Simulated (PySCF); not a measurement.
**La(OH)3: other functionals and bases at one geometry**

One table from this session's results is given with a row withheld; the runs are named, their logs left out.

The runs use PySCF 2.14.0; several levels, as the steps say, no spin–orbit coupling.

1 further run of the same task is left out (for a known fault of the program).

### Starting geometry

7 atoms, charge 0, spin multiplicity 1.

Bond lengths: La1–O2 2.165 Å, La1–O4 2.165 Å, La1–O6 2.165 Å, O2–H3 0.958 Å, O4–H5 0.958 Å, O6–H7 0.958 Å. Angles: O2–La1–O4 115.9°, O2–La1–O6 115.9°, O4–La1–O6 115.9°, La1–O2–H3 171.8°, La1–O4–H5 171.8°, La1–O6–H7 171.8°.

Geometry (Å):

```xyz
7
charge 0, multiplicity 1
La    0.0000    0.0000   -0.3761
O     2.1190    0.0000    0.0672
H     3.0188    0.0000    0.3951
O    -1.0595    1.8351    0.0672
H    -1.5094    2.6144    0.3951
O    -1.0595   -1.8351    0.0672
H    -1.5094   -2.6144    0.3951
```

Formal oxidation states: La +3. The 4f shell is empty and lies in the core potential. An earlier session relaxed this geometry at PBE0, La lcecp-1-SVP with ECP46, O def2-SVP, H def2-SVP (singlet, point group C3v).

At PBE0 on the finer grid: E = -258.814411 Eh, HOMO -7.42 eV, LUMO -1.22 eV, Mulliken charge on La1 +1.18 e, largest force component 0.014 eV/Å. The large-core potential holds the 4f shell empty.

Levels to run: wB97X; HF; PBE0, TZVP. Hardware: 2 threads of Intel Xeon Platinum 8259CL at 2.50GHz (Skylake/Cascade Lake), shared host.

The first run:

Input file run.py (the lines that set the calculation):

```python
mol = gto.M(atom='''
La     0.00000     0.00000    -0.37611
O      2.11902    -0.00001     0.06723
H      3.01882    -0.00001     0.39514
O     -1.05950     1.83513     0.06723
H     -1.50940     2.61438     0.39514
O     -1.05952    -1.83512     0.06723
H     -1.50942    -2.61437     0.39514''',
    basis={'La': 'lcecp-1-SVP', 'O': 'def2-SVP', 'H': 'def2-SVP'},
    ecp={'La': 'lcecp-1-SVP'},
    charge=0, spin=0)
mf = dft.RKS(mol, xc='WB97X')
mf.grids.atom_grid = (75, 302)  # f atoms: unpruned, at least (60, 302)
mf = mf.density_fit()  # fitting sets: La AutoAux, O def2-universal-JKFIT, H def2-universal-JKFIT
mf.conv_tol = 1e-08; mf.max_cycle = 55
mf.kernel(dm0)  # dm0: the density of the relaxed state
```

Command:

```
$ OMP_NUM_THREADS=2 python run.py
```

Steps of the session up to this table: wB97X; HF; PBE0, TZVP.

One table of the session follows, with a row left open; its other results are not shown here.

```
              level  HOMO (eV)  gap (eV)  charge on La1 (e)  dipole (D)  largest force component (eV/Å)
PBE0 (relaxed here)      -7.42      6.20               1.18        1.61                            0.01
              wB97X          ?         ?                  ?           ?                               ?
                 HF     -11.55     12.08               1.67        2.04                            1.49
         PBE0, TZVP      -7.71      6.46               1.63        1.82                            0.23
```

**Question.** Estimate the row for wB97X.

The run gave: HOMO (eV): -9.87; gap (eV): 10.33; charge on La1 (e): 1.20; dipole (D): 1.73; largest force component (eV/Å): 0.22. In the column «HOMO (eV)» it lies between HF (-11.55) and PBE0, TZVP (-7.71).

In one basis the HOMO–LUMO gap runs from 6.20 eV (PBE0) to 12.08 eV (HF). The largest leftover force, 1.49 eV/Å with HF, stands at a geometry relaxed at another level. With 4f in the core, its levels are missing from HOMO and gap, and its count is fixed, so no charge can pass from the ligands into it. Total energies of different levels can't be compared.
